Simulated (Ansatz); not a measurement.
Run this with Ansatz 0.2.0 through its Python package and show what comes out.

The script, `barh2.py`:
```python
import warnings

import ansatz as az
import numpy as np

def edges_and_angles(cell):
    cell = np.asarray(cell)
    a, b, c = np.linalg.norm(cell, axis=1)
    cosines = cell[1] @ cell[2] / (b * c), cell[0] @ cell[2] / (a * c), cell[0] @ cell[1] / (a * b)
    return (a, b, c, *np.degrees(np.arccos(cosines)))


def main() -> None:
    warnings.simplefilter("ignore", az.DeckWarning)

    structure = (
        az.Lattice.of([0.0, 3.957405, 3.957405], [3.957405, 0.0, 3.957405], [3.957405, 3.957405, 0.0])
        .atom("Ba", [0.5, 0.5, 0.5])
        .atom("Ba", [0.75, 0.75, 0.75])
        .atom("Rh", [0.125, 0.125, 0.625])
        .atom("Rh", [0.125, 0.625, 0.125])
        .atom("Rh", [0.125, 0.125, 0.125])
        .atom("Rh", [0.625, 0.125, 0.125])
    )

    setup = (
        structure.calculation()
        .scf(tolerance=1e-09)
        .kpoints(5)
        .occupations("Fermi-Dirac", width=0.15)
        .basis(34 * az.Ry)
        .relax(cell=True, force_tolerance=0.005)
    )

    levels = [("blyp", "d3bj"), ("pbesol", "none"), ("lda", "none")]
    print("level            a       b       c    alpha   beta  gamma  V/atom  steps")
    for name, dispersion in levels:
        seen = []
        run = setup.functional(name, dispersion=dispersion).session().plan()
        result = run.execute(on_event=lambda e: seen.append(e) if e["event"] == "relax_step" else None)
        cell = result.lattice.cell_ang
        label = name if dispersion == "none" else f"{name}+{dispersion}"
        print("{:13s} {:7.4f} {:7.4f} {:7.4f} {:6.2f} {:6.2f} {:6.2f}".format(label, *edges_and_angles(cell)), f"{abs(np.linalg.det(cell)) / len(result.lattice.sites):7.3f} {len(seen):5d}")


if __name__ == "__main__":
    main()
```

```console
$ python barh2.py
level            a       b       c    alpha   beta  gamma  V/atom  steps
blyp+d3bj      5.5502  5.5502  5.5502  60.00  60.00  60.00  20.150     5
pbesol         5.4926  5.4926  5.4926  60.00  60.00  60.00  19.529     5
lda            5.4407  5.4407  5.4407  60.00  60.00  60.00  18.980     5
```

From smallest to largest: LDA (18.98 Å³ an atom, -8.1 % against the start), PBEsol (19.53 Å³ an atom, -5.5 % against the start) and BLYP+D3BJ (20.15 Å³ an atom, -2.5 % against the start). The spread is 6.2 % in volume.

What to keep in mind:
- Forces vanish by symmetry, so the ions can't move, and the end may be a saddle.
- BLYP and dispersion corrections can be off by several per cent in the lattices of metals, and by several GPa in the pressure at a fixed cell.
- For a metal this k-point mesh is coarse: on a finer one energies can move by several to tens of meV an atom and pressures by half a GPa or more, differences at one mesh by less.
- The program warned that this SCF threshold is loose for forces or stresses.
- Edges and angles are those of the cell as typed, here a primitive one, not of the conventional cell.
- This cell is a computed structure, which may not be the phase found in nature.
- The script silences the warnings on its input, which a real study should read.
- Wall time of the script: 67 s on 1 thread of Arm Neoverse V2, on a shared host, peak memory 0.52 GiB.
